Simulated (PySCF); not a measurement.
# C₃H₅Cl₂NSi: magnetic properties

Programs: PySCF 2.14.0, with routines of our own; each step states its level. All values are computed. Atoms count from 0.

## 1. The system as given

12 atoms, charge 0, multiplicity 1; geometry from: GFN2-xTB.

## 2. Magnetic properties: GIAO PBE0/pcSseg-1

The job: settings as JSON, then the geometry in Å.

```
{"job": {"kind": "mag", "xc": "PBE0", "basis": "pcSseg-1", "isotopologues": 2}, "charge": 0, "multiplicity": 1}
C     -0.044587     1.750904    -0.006459
C     -0.169554     0.421502     0.030519
C     -1.521350    -0.154381     0.063087
N     -1.868201    -1.362010     0.073084
Si     1.335023    -0.738452     0.042903
Cl     3.013644     0.374104     0.174120
Cl     1.382560    -1.811622    -1.669390
H     -0.907322     2.400048    -0.012509
H      0.916045     2.237547    -0.033247
H     -2.333351     0.569889     0.080973
H     -1.108714    -2.040548     0.047653
H      1.307006    -1.647666     1.183240
```

Method: GIAO PBE0/pcSseg-1 magnetisability, rotational g tensor and spin-rotation constants, non-relativistic, gas phase.

Launch:

```sh
$ OMP_NUM_THREADS=1 python excited_run.py task.json out
```

One launch serves the whole session: the jobs run in the order shown.

Q: Estimate the wall time and peak memory of this first job on 1 thread of Arm Neoverse N1, shared host.

About 40 s, with a peak of 0.85 GiB.
